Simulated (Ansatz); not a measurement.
# C₆H₅Cl₃Ge: basis-set convergence

An exercise on one series of results from a longer session: the logs are not shown, and one member is left open.

Computed with Ansatz 0.2.0, Gaussian basis. Level: one geometry, several basis sets.

Plan: PBE0-D4/def2-SVP; ωB97M-V/def2-SVP; PBE0-D4/def2-QZVPP; ωB97M-V/def2-QZVPP; the functionals' def2-TZVPP values are taken from earlier runs.

## The relaxed structure

The geometry comes from an earlier relaxation with PBE0-D4 in a triple-zeta def2 set; it is a stationary point, not always the lowest conformer.

SMILES `[Cl][Ge]([Cl])([Cl])[c]1ccccc1`, 15 atoms, charge 0, spin multiplicity 1.

Atoms are counted from 1 here; the program's logs count them from 0.

Bond lengths: Cl1–Ge2 2.135 Å, Ge2–Cl3 2.137 Å, Ge2–Cl4 2.135 Å, Ge2–C5 1.922 Å, C5–C6 1.391 Å, C5–C10 1.391 Å, C6–C7 1.386 Å, C6–H11 1.084 Å, C7–C8 1.387 Å, C7–H12 1.084 Å, C8–C9 1.387 Å, C8–H13 1.084 Å, C9–C10 1.386 Å, C9–H14 1.084 Å, C10–H15 1.084 Å. Angles: Cl1–Ge2–Cl3 106.8°, Cl1–Ge2–Cl4 108.6°, Cl1–Ge2–C5 111.1°, Cl3–Ge2–Cl4 106.8°, Cl3–Ge2–C5 112.4°, Cl4–Ge2–C5 111.1°, Ge2–C5–C6 119.9°, Ge2–C5–C10 119.9°, C6–C5–C10 120.2°, C5–C6–C7 119.7°, C5–C6–H11 120.4°, C7–C6–H11 119.8°, C6–C7–C8 120.0°, C6–C7–H12 119.8°, C8–C7–H12 120.2°, C7–C8–C9 120.2°, C7–C8–H13 119.9°, C9–C8–H13 119.9° and more.

Set-up of the first run:

in.yaml

```yaml
crystal:
  periodic: [false, false, false]
  atoms:
    - {symbol: Cl, position_ang: [-1.463793, -3.209674, -1.358338]}
    - {symbol: Ge, position_ang: [0.366377, -2.138456, -1.108072]}
    - {symbol: Cl, position_ang: [1.671819, -3.402761, 0.015365]}
    - {symbol: Cl, position_ang: [1.265832, -1.872042, -3.026322]}
    - {symbol: C, position_ang: [0.065021, -0.447293, -0.245443]}
    - {symbol: C, position_ang: [0.909961, 0.625788, -0.509437]}
    - {symbol: C, position_ang: [0.707743, 1.835268, 0.136677]}
    - {symbol: C, position_ang: [-0.334133, 1.972884, 1.042145]}
    - {symbol: C, position_ang: [-1.178004, 0.903383, 1.303679]}
    - {symbol: C, position_ang: [-0.981176, -0.308747, 0.660894]}
    - {symbol: H, position_ang: [1.719352, 0.524342, -1.223934]}
    - {symbol: H, position_ang: [1.363647, 2.672742, -0.070335]}
    - {symbol: H, position_ang: [-0.491552, 2.920455, 1.544411]}
    - {symbol: H, position_ang: [-1.994375, 1.013244, 2.007878]}
    - {symbol: H, position_ang: [-1.648621, -1.139833, 0.860229]}
basis:
  gaussian: {orbitals: def2-SVP}
hamiltonian: {xc: pbe0, dispersion: d4}
output: {orbitals: {seedname: orbitals}}
```

Run with:

```bash
ansatz run in.yaml --threads 4 --pin off --events-out ev --progress --plain --max-ram 66560MiB --backend cpu
```

Steps of the session up to this table: PBE0-D4 in def2-SVP; ωB97M-V in def2-SVP; PBE0-D4 in def2-QZVPP; ωB97M-V in def2-QZVPP.

One table of the session follows, with a row left open; its other results are not shown here.

It belongs to the step «Density functionals: the series». 

```
functional       basis  HOMO (eV)
   PBE0-D4    def2-SVP      -7.95
   PBE0-D4  def2-TZVPP          ?
   PBE0-D4  def2-QZVPP      -7.98
   ωB97M-V    def2-SVP     -10.02
   ωB97M-V  def2-TZVPP     -10.05
   ωB97M-V  def2-QZVPP     -10.07
```

Q: Estimate the row for PBE0-D4, def2-TZVPP from the others.

The run gave: HOMO (eV): -7.97. In the column «HOMO (eV)» it lies between PBE0-D4, def2-QZVPP (-7.98) and PBE0-D4, def2-SVP (-7.95).
